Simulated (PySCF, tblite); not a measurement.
# C₅H₅F₃O: geometry, infrared bands and NMR shifts

What infrared bands and NMR shifts should C₅H₅F₃O (`O=C(F)[C@@]1(F)CC[C@H]1F`) show?

Programs: tblite 0.8.0 and PySCF 2.14.0, with density-fitted response routines of our own. Each step states its level of theory. These are calculated values for one molecule in the gas phase, unless marked as measured. Atoms are numbered from 0 throughout.

## Step 1: The molecule as given

14 atoms, charge 0, multiplicity 1; geometry from: force field or distance geometry start.

Bonds of the start (Å): O0–C1 1.21, C1–F2 1.37, C1–C3 1.47, C3–F4 1.38, C3–C5 1.51, C5–C6 1.51, C6–C7 1.52, C7–F8 1.39, C7–C3 1.51, C5–H9 1.10, C5–H10 1.11, C6–H11 1.11, C6–H12 1.09, C7–H13 1.09.

## Step 2: Optimising the geometry with GFN2-xTB

What the job is given:

```
{"job": {"kind": "relax", "xc": "GFN2-xTB", "basis": "xTB"}, "charge": 0, "multiplicity": 1}
O      1.771300     0.708600    -1.463000
C      1.759400     0.109900    -0.414500
F      2.877000    -0.619400    -0.102500
C      0.580100     0.199300     0.466600
F      0.901900     0.523500     1.765000
C     -0.562800     1.052500    -0.041500
C     -1.417700    -0.176800    -0.228100
C     -0.295300    -1.023600     0.338200
F      0.261800    -1.934500    -0.548700
H     -1.008100     1.679900     0.749600
H     -0.346800     1.591200    -0.988800
H     -2.328600    -0.253100     0.396500
H     -1.619600    -0.437600    -1.266900
H     -0.573300    -1.420400     1.315900
```

The run is started by

```bash
> OMP_NUM_THREADS=1 python probes_run.py task.json out
```

One launch serves the whole session: the jobs run in the order shown.

**Question.** This job is followed by: GFN2-xTB harmonic vibrations, gas phase; GIAO PBE0/pcSseg-1 NMR shielding, non-relativistic, gas phase. What will the session give for the following? strongest single infrared mode (GFN2-xTB); zero-point energy (GFN2-xTB); ¹³C shifts against TMS (PBE0/pcSseg-1); ¹H shifts against TMS (PBE0/pcSseg-1); ¹⁷O shifts against H2O (PBE0/pcSseg-1); ¹⁹F shifts against CFCl3 (PBE0/pcSseg-1).

The runs gave:

```
                                 quantity                              value
strongest single infrared mode (GFN2-xTB)              1859 cm⁻¹, 344 km/mol
             zero-point energy (GFN2-xTB)                      59.1 kcal/mol
   ¹³C shifts against TMS (PBE0/pcSseg-1)  170.2, 99.6, 96.2, 25.3, 22.7 ppm
    ¹H shifts against TMS (PBE0/pcSseg-1)   5.43, 2.74, 2.43, 2.20, 2.03 ppm
   ¹⁷O shifts against H2O (PBE0/pcSseg-1)                          454.0 ppm
 ¹⁹F shifts against CFCl3 (PBE0/pcSseg-1)           42.0, -172.6, -194.4 ppm
```

**Reading.** Relaxing lowered the energy by 0.507 eV in 80 steps; the close pair that moved most is C3–C7, from 1.509 to 1.551 Å. No mode is imaginary among the 36: a minimum at this level. The strongest single mode, at 1859 cm⁻¹, moves mainly C1 and O0. Unscaled tight-binding wavenumbers are off by several per cent, some by more. Its intensities can rank the bands wrongly. H13 (hydrogen on an sp3 CH bonded to F) lies farthest downfield among hydrogen, at 5.43 ppm; its carbon carries F, which withdraws density. At PBE0/pcSseg-1: The largest span, 667 ppm, is at O0, where the paramagnetic term is -520 ppm.
